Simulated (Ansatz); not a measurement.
This script drives the Python package of Ansatz (0.2.0).

Script `run_md.py`:
```python
# -*- coding: utf-8 -*-
import ansatz as az
import numpy as np

BASIS = 'def2-SVP'
XC = 'B3LYP'
DISPERSION = 'd3bj'
N_STEPS = 30
TEMPERATURE_K = 200


def main():
    mol = (
        az.Crystal.molecule()
        .atom('Cl', (1.8092, -1.256, 1.3519))
        .atom('Si', (0.3195, -0.4795, 0.0057))
        .atom('Cl', (1.2363, 0.2207, -1.7408))
        .atom('Te', (-0.8478, 1.4015, 1.0716))
        .atom('H', (-0.6133, -1.5597, -0.3631))
        .atom('H', (-1.8618, 1.6088, -0.3714))
    )

    job = (
        mol.calculation()
        .basis(gaussian=BASIS)
        .functional(XC, dispersion=DISPERSION)
        .md('nve', timestep=1.0, steps=N_STEPS, temperature=TEMPERATURE_K, initial_velocities='maxwell_boltzmann', seed=9)
    )
    frames = []
    job.session().plan().execute(on_event=lambda e: frames.append(e['data']) if e['event'] == 'md_step' else None)
    print('t (fs)   E_pot (eV)      E_kin (eV)   T (K)   d(0-1) (A)')
    for f in frames[::2]:
        xyz = np.array(f['positions_ang'])
        print(f'{f["time_fs"]:6.2f} {f["lagrangian_ev"]:14.5f} {f["e_kin_ev"]:10.5f} {f["temperature_k"]:8.1f} {np.linalg.norm(xyz[0] - xyz[1]):9.4f}')
    kept = np.array([f['conserved_ev'] for f in frames])
    print(f'conserved energy moves by at most {1000 * np.ptp(kept):.3f} meV')


if __name__ == '__main__':
    main()
```

It is started by `python run_md.py`. Estimate its wall time and peak memory on 1 thread of Arm Neoverse V2, on a shared host.

It took about 120 s, with a peak of 0.29 GiB, for 1 run of the engine.

```console
$ python run_md.py
t (fs)   E_pot (eV)      E_kin (eV)   T (K)   d(0-1) (A)
  0.00   -40245.20782    0.10341    200.0    2.1528
  2.00   -40245.21550    0.11082    214.3    2.1576
  4.00   -40245.25470    0.14854    287.3    2.1595
  6.00   -40245.24650    0.14029    271.3    2.1584
  8.00   -40245.20127    0.09747    188.5    2.1544
 10.00   -40245.23171    0.12650    244.7    2.1480
 12.00   -40245.27507    0.16860    326.1    2.1394
 14.00   -40245.25692    0.15158    293.2    2.1288
 16.00   -40245.23259    0.12830    248.1    2.1164
 18.00   -40245.26190    0.15718    304.0    2.1025
 20.00   -40245.31752    0.21104    408.2    2.0874
 22.00   -40245.30793    0.20176    390.2    2.0718
 24.00   -40245.25934    0.15554    300.8    2.0563
 26.00   -40245.28256    0.17701    342.4    2.0416
 28.00   -40245.29848    0.19180    371.0    2.0284
 30.00   -40245.24109    0.13593    262.9    2.0172
conserved energy moves by at most 3.036 meV
```

Notes:
- Total energies depend on the basis set; only differences at equal settings carry meaning.
- The trajectory is only some femtoseconds long, so its temperature is not equilibrated; where the script doesn't relax first, it starts from a rough generated geometry.
- def2 sets replace the cores of elements past krypton by effective core potentials.
- b3lyp holds the VWN-RPA fit, as in Gaussian; the form of ORCA and Turbomole is b3lyp5.
- The temperature counts the internal degrees of freedom alone.
- With hydrogen a step over 0.5 fs is long.

(A comment or docstring line of the script was reworded after the run, the code is as it ran; lines on the test bed's own set-up are left out of the output.)
